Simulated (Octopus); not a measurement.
**SnHClOF (SMILES [O][SnH]([F])[Cl]), step by step**

We compute energy and gradient (UPW92 LDA), then energy and gradient (UPW92 LDA) of SnHClOF. The setting varied is the box margin. 

Program for the calculation: Octopus 16.4.

3 further runs of the same task are left out: 3 set aside as unsound or not needed.

## Step 1: The molecule

SnHClOF has 5 atoms, charge 0, and is taken as a doublet. As SMILES, `[O][SnH]([F])[Cl]`. The shape is that of a PBE0-D4/def2-TZVP optimisation.

Bond lengths: O1–Sn2 1.971 Å, Sn2–F3 1.903 Å, Sn2–Cl4 2.291 Å, Sn2–H5 1.690 Å. Angles: O1–Sn2–F3 106.9°, O1–Sn2–Cl4 106.9°, F3–Sn2–Cl4 105.0°, O1–Sn2–H5 112.1°, F3–Sn2–H5 109.4°, Cl4–Sn2–H5 115.9°.

## Step 2: Energy and forces at UPW92 LDA (scalar, in the pseudopotentials, pseudodojo_lda potentials, box margin 3.5 angstrom, extra states 0, grid spacing 0.17 angstrom, mix field default) (run 4)

On the command line:

```console
$ OMP_NUM_THREADS=1 octopus > gs.log
```

Output:

```text
Version                : 16.4
************************** Calculation Mode **************************
Input: [CalculationMode = gs]
Input: [SpinComponents = polarized]
******************************* Space ********************************
Octopus will run in 3 dimension(s).
Octopus will treat the system as periodic in 0 dimension(s).
Input: [AllElectronType = no]
Input: [PseudopotentialSet = pseudodojo_lda]
Reading Coordinates from Coordinates block
****************************** Species *******************************
  Species 'O'
    type             : pseudopotential
    file format      : UPF2
    valence charge   : 6.0
    atomic number    :   8
    form on file     : kleinman-bylander
    lmax             : 2
    llocal           : -1
    projectors per l : 2
    total projectors : 6
    application form : kleinman-bylander
    orbitals         :  4
    bound orbitals   :  4
  Species 'Sn'
    type             : pseudopotential
    file format      : UPF2
    valence charge   : 14.0
    atomic number    :  50
    form on file     : kleinman-bylander
    lmax             : 2
    llocal           : -1
    projectors per l : 2
    total projectors : 6
    application form : kleinman-bylander
    orbitals         :  9
    bound orbitals   :  9
  Species 'F'
    type             : pseudopotential
    file format      : UPF2
[... 59 lines left out ...]
** Warning:
[... 1 line left out ...]
** Warning:
[... 103 lines left out ...]
Converged eigenvectors: 0
#  State  Spin  Eigenvalue [eV]  Occupation    Error
[... 5 lines left out ...]
  [output of 18 eigenvalues skipped: maximum error = 4.4E-02]
[... 18 lines left out ...]
Converged eigenvectors: 0
#  State  Spin  Eigenvalue [eV]  Occupation    Error
[... 5 lines left out ...]
  [output of 18 eigenvalues skipped: maximum error = 1.7E-01]
[... 80 lines left out ...]
Converged eigenvectors: 7
#  State  Spin  Eigenvalue [eV]  Occupation    Error
[... 5 lines left out ...]
  [output of 18 eigenvalues skipped: maximum error = 1.6E-06]
[... 6 lines left out ...]
Total Magnetic Moment:
 mz =  -1.000000
Local Magnetic Moments (sphere radius [A] =   0.845):
 Ion                    mz
   1         O      -0.768507
   2        Sn      -0.000787
   3         F       0.003192
   4        Cl      -0.018350
   5         H      -0.016801
*********************** SCF CYCLE ITER #   54 ************************
 etot  = -3.71664172E+03 abs_ev   =  3.39E-05 rel_ev   =  5.57E-08
 ediff =        2.91E-06 abs_dens =  1.46E-05 rel_dens =  4.17E-07
Converged eigenvectors: 12
#  State  Spin  Eigenvalue [eV]  Occupation    Error
      1    up      -29.278833    1.000000   ( 9.0E-08)
      1    dn      -29.275432    1.000000   ( 9.2E-08)
      2    dn      -27.952315    1.000000   ( 9.0E-08)
[... 4 lines of this table left out ...]
      4    dn      -27.633498    1.000000   ( 5.2E-08)
  [output of 18 eigenvalues skipped: maximum error = 8.4E-07]
     13    up       -9.345226    1.000000   ( 6.9E-08)
     15    dn       -9.222422    1.000000   ( 4.4E-07)
     14    up       -9.055540    1.000000   ( 1.9E-07)
[... 6 lines of this table left out ...]
     18    up       -7.485817    0.000000   ( 8.4E-08)
                                                                    ^
Total Magnetic Moment:
 mz =  -1.000000
Local Magnetic Moments (sphere radius [A] =   0.845):
 Ion                    mz
   1         O      -0.768506
   2        Sn      -0.000787
   3         F       0.003192
   4        Cl      -0.018350
   5         H      -0.016801
Info: SCF converged in   54 iterations
** Warning:
**   Some of the states are not fully converged!
Info: Number of matrix-vector products:      30991
Octopus emitted 3 warnings.
```

Wall time 2.2 min (1 thread of Intel Xeon 6975P-C (Granite Rapids), shared host); peak memory 0.14 GiB.

## Step 3: Energy and forces at UPW92 LDA (scalar, in the pseudopotentials, pseudodojo_lda potentials, box margin 4 angstrom, extra states 0, grid spacing 0.17 angstrom, mix field default) (run 5)

On the command line:

```console
$ OMP_NUM_THREADS=1 octopus > gs.log
```

Output:

```text
Version                : 16.4
************************** Calculation Mode **************************
Input: [CalculationMode = gs]
Input: [SpinComponents = polarized]
******************************* Space ********************************
Octopus will run in 3 dimension(s).
Octopus will treat the system as periodic in 0 dimension(s).
Input: [AllElectronType = no]
Input: [PseudopotentialSet = pseudodojo_lda]
Reading Coordinates from Coordinates block
****************************** Species *******************************
  Species 'O'
    type             : pseudopotential
    file format      : UPF2
    valence charge   : 6.0
    atomic number    :   8
    form on file     : kleinman-bylander
    lmax             : 2
    llocal           : -1
    projectors per l : 2
    total projectors : 6
    application form : kleinman-bylander
    orbitals         :  4
    bound orbitals   :  4
  Species 'Sn'
    type             : pseudopotential
    file format      : UPF2
    valence charge   : 14.0
    atomic number    :  50
    form on file     : kleinman-bylander
    lmax             : 2
    llocal           : -1
    projectors per l : 2
    total projectors : 6
    application form : kleinman-bylander
    orbitals         :  9
    bound orbitals   :  9
  Species 'F'
    type             : pseudopotential
    file format      : UPF2
[... 59 lines left out ...]
** Warning:
[... 1 line left out ...]
** Warning:
[... 103 lines left out ...]
Converged eigenvectors: 0
#  State  Spin  Eigenvalue [eV]  Occupation    Error
[... 5 lines left out ...]
  [output of 18 eigenvalues skipped: maximum error = 4.3E-02]
[... 18 lines left out ...]
Converged eigenvectors: 0
#  State  Spin  Eigenvalue [eV]  Occupation    Error
[... 5 lines left out ...]
  [output of 18 eigenvalues skipped: maximum error = 2.2E-01]
[... 80 lines left out ...]
Converged eigenvectors: 5
#  State  Spin  Eigenvalue [eV]  Occupation    Error
[... 5 lines left out ...]
  [output of 18 eigenvalues skipped: maximum error = 2.0E-06]
[... 6 lines left out ...]
Total Magnetic Moment:
 mz =  -1.000000
Local Magnetic Moments (sphere radius [A] =   0.845):
 Ion                    mz
   1         O      -0.768976
   2        Sn      -0.000801
   3         F       0.003133
   4        Cl      -0.018051
   5         H      -0.016921
*********************** SCF CYCLE ITER #   57 ************************
 etot  = -3.71668241E+03 abs_ev   =  1.08E-06 rel_ev   =  1.76E-09
 ediff =        3.50E-07 abs_dens =  7.91E-06 rel_dens =  2.26E-07
Converged eigenvectors: 17
#  State  Spin  Eigenvalue [eV]  Occupation    Error
      1    up      -29.309690    1.000000   ( 2.3E-08)
      1    dn      -29.306380    1.000000   ( 1.8E-08)
      2    dn      -27.986009    1.000000   ( 5.2E-07)
[... 4 lines of this table left out ...]
      4    dn      -27.666940    1.000000   ( 9.6E-09)
  [output of 18 eigenvalues skipped: maximum error = 1.6E-06]
     13    up       -9.376588    1.000000   ( 2.6E-08)
     15    dn       -9.254330    1.000000   ( 2.1E-08)
     14    up       -9.089840    1.000000   ( 8.0E-08)
[... 6 lines of this table left out ...]
     18    up       -7.519522    0.000000   ( 7.4E-08)
                                                                    ^
Total Magnetic Moment:
 mz =  -1.000000
Local Magnetic Moments (sphere radius [A] =   0.845):
 Ion                    mz
   1         O      -0.768976
   2        Sn      -0.000801
   3         F       0.003133
   4        Cl      -0.018051
   5         H      -0.016921
Info: SCF converged in   57 iterations
** Warning:
**   Some of the states are not fully converged!
Info: Number of matrix-vector products:      31771
Octopus emitted 3 warnings.
```

It took 3 min on 1 thread of Intel Xeon 6975P-C (Granite Rapids), shared host; peak memory 0.18 GiB.

## Step 4: Results

```
                                            quantity          value
                      run 4, UPW92 LDA: total energy  -136.58406 Eh
                     run 4, UPW92 LDA: dipole moment         2.75 D
run 4, UPW92 LDA: HOMO energy (highest over α and β)       -7.68 eV
                      run 5, UPW92 LDA: total energy  -136.58556 Eh
run 5, UPW92 LDA: HOMO energy (highest over α and β)       -7.72 eV
```
